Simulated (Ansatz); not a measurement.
# CHClGa (doublet): from Hartree-Fock to the top rungs, cc-pVTZ

The task here is to estimate one member of a computed series from the others.

Method: cc-pVTZ, core rule «outside noble gas», up to 20 orbitals frozen; program: Ansatz 0.2.0, Gaussian basis.

The runs, in order: UHF; CCSD(T) on ROHF; CCSD(T) on UHF; BCCD(T) on ROHF; CCSDT(Q) on ROHF; CCSDT(Q) on UHF.

5 further runs of the same task are left out: 5 set aside as unsound or not needed. Runs told in other sessions of the task aren't counted.

## What is computed

The geometry is a PBE0/def2-TZVP stationary point (not a proven minimum). No spin-orbit coupling is included. The filled d shell of Ga may be among the frozen orbitals whatever the setting's name suggests.

4 atoms, charge 0, spin multiplicity 2.

Atoms are counted from 1 here; the program's logs count them from 0.

Bond lengths: Cl1–C2 1.726 Å, C2–Ga3 2.034 Å, C2–H4 1.091 Å. Angles: Cl1–C2–Ga3 113.0°, Cl1–C2–H4 110.2°, Ga3–C2–H4 136.8°.

Geometry (Å):

```xyz
4
CHClGa
Cl    0.0000   -0.2243    1.9932
C     0.0000    0.8739    0.6620
Ga    0.0000   -0.0640   -1.1423
H     0.0000    1.9032    1.0230
```

Set-up of the first run:

Contents of in.yaml:

```yaml
crystal:
  periodic: [false, false, false]
  atoms:
    - {symbol: Cl, position_ang: [0.000000, -0.224282, 1.993212]}
    - {symbol: C, position_ang: [0.000000, 0.873891, 0.661996]}
    - {symbol: Ga, position_ang: [0.000000, -0.064009, -1.142342]}
    - {symbol: H, position_ang: [0.000000, 1.903187, 1.023017]}
basis:
  gaussian: {orbitals: cc-pVTZ}
magnetization: {spin_polarized: true, initial_magnetization: 1}
hamiltonian: {xc: hf}
output: {orbitals: {seedname: orbitals}}
```

Launch:

```sh
$ ansatz run in.yaml --threads 1 --pin off --events-out ev --progress --plain --max-ram 4096MiB --backend cpu
```

Steps of the session up to this table: UHF; CCSD(T) on ROHF; CCSD(T) on UHF; BCCD(T) on ROHF; CCSDT(Q) on ROHF; CCSDT(Q) on UHF.

One of the session's tables, all rows but one given; the rest of the session is left out.

| method | from UCCSDT(Q) (meV) |
| --- | --- |
| ROHF | ? |
| UHF | +11844.2 |
| RMP2 | +1535.4 |
| UMP2 | +1571.2 |
| RCCSD | +554.6 |
| UCCSD | +550.9 |
| RCCSD(T) | +57.7 |
| UCCSD(T) | +59.5 |
| BCCD(T) | +53.8 |
| RCCSDT | +28.2 |
| UCCSDT | +27.5 |
| RCCSDT(Q) | +2.7 |
| UCCSDT(Q) | 0 |

Estimate the missing values for ROHF.

As computed: from UCCSDT(Q) (meV): +11984.5. In the column «from UCCSDT(Q) (meV)» it is the highest.

With the free atoms at the same levels and basis (separate runs), the atomisation energy is 10.545 eV at UCCSDT(Q), 10.536 eV at RCCSD(T), 10.528 eV at UCCSD(T), 7.762 eV at ROHF.

Caveats from the session: Restricted and unrestricted rows rest on different reference determinants; a gap between their highest levels can come from leftover correlation error, from unlike frozen cores or from another state.
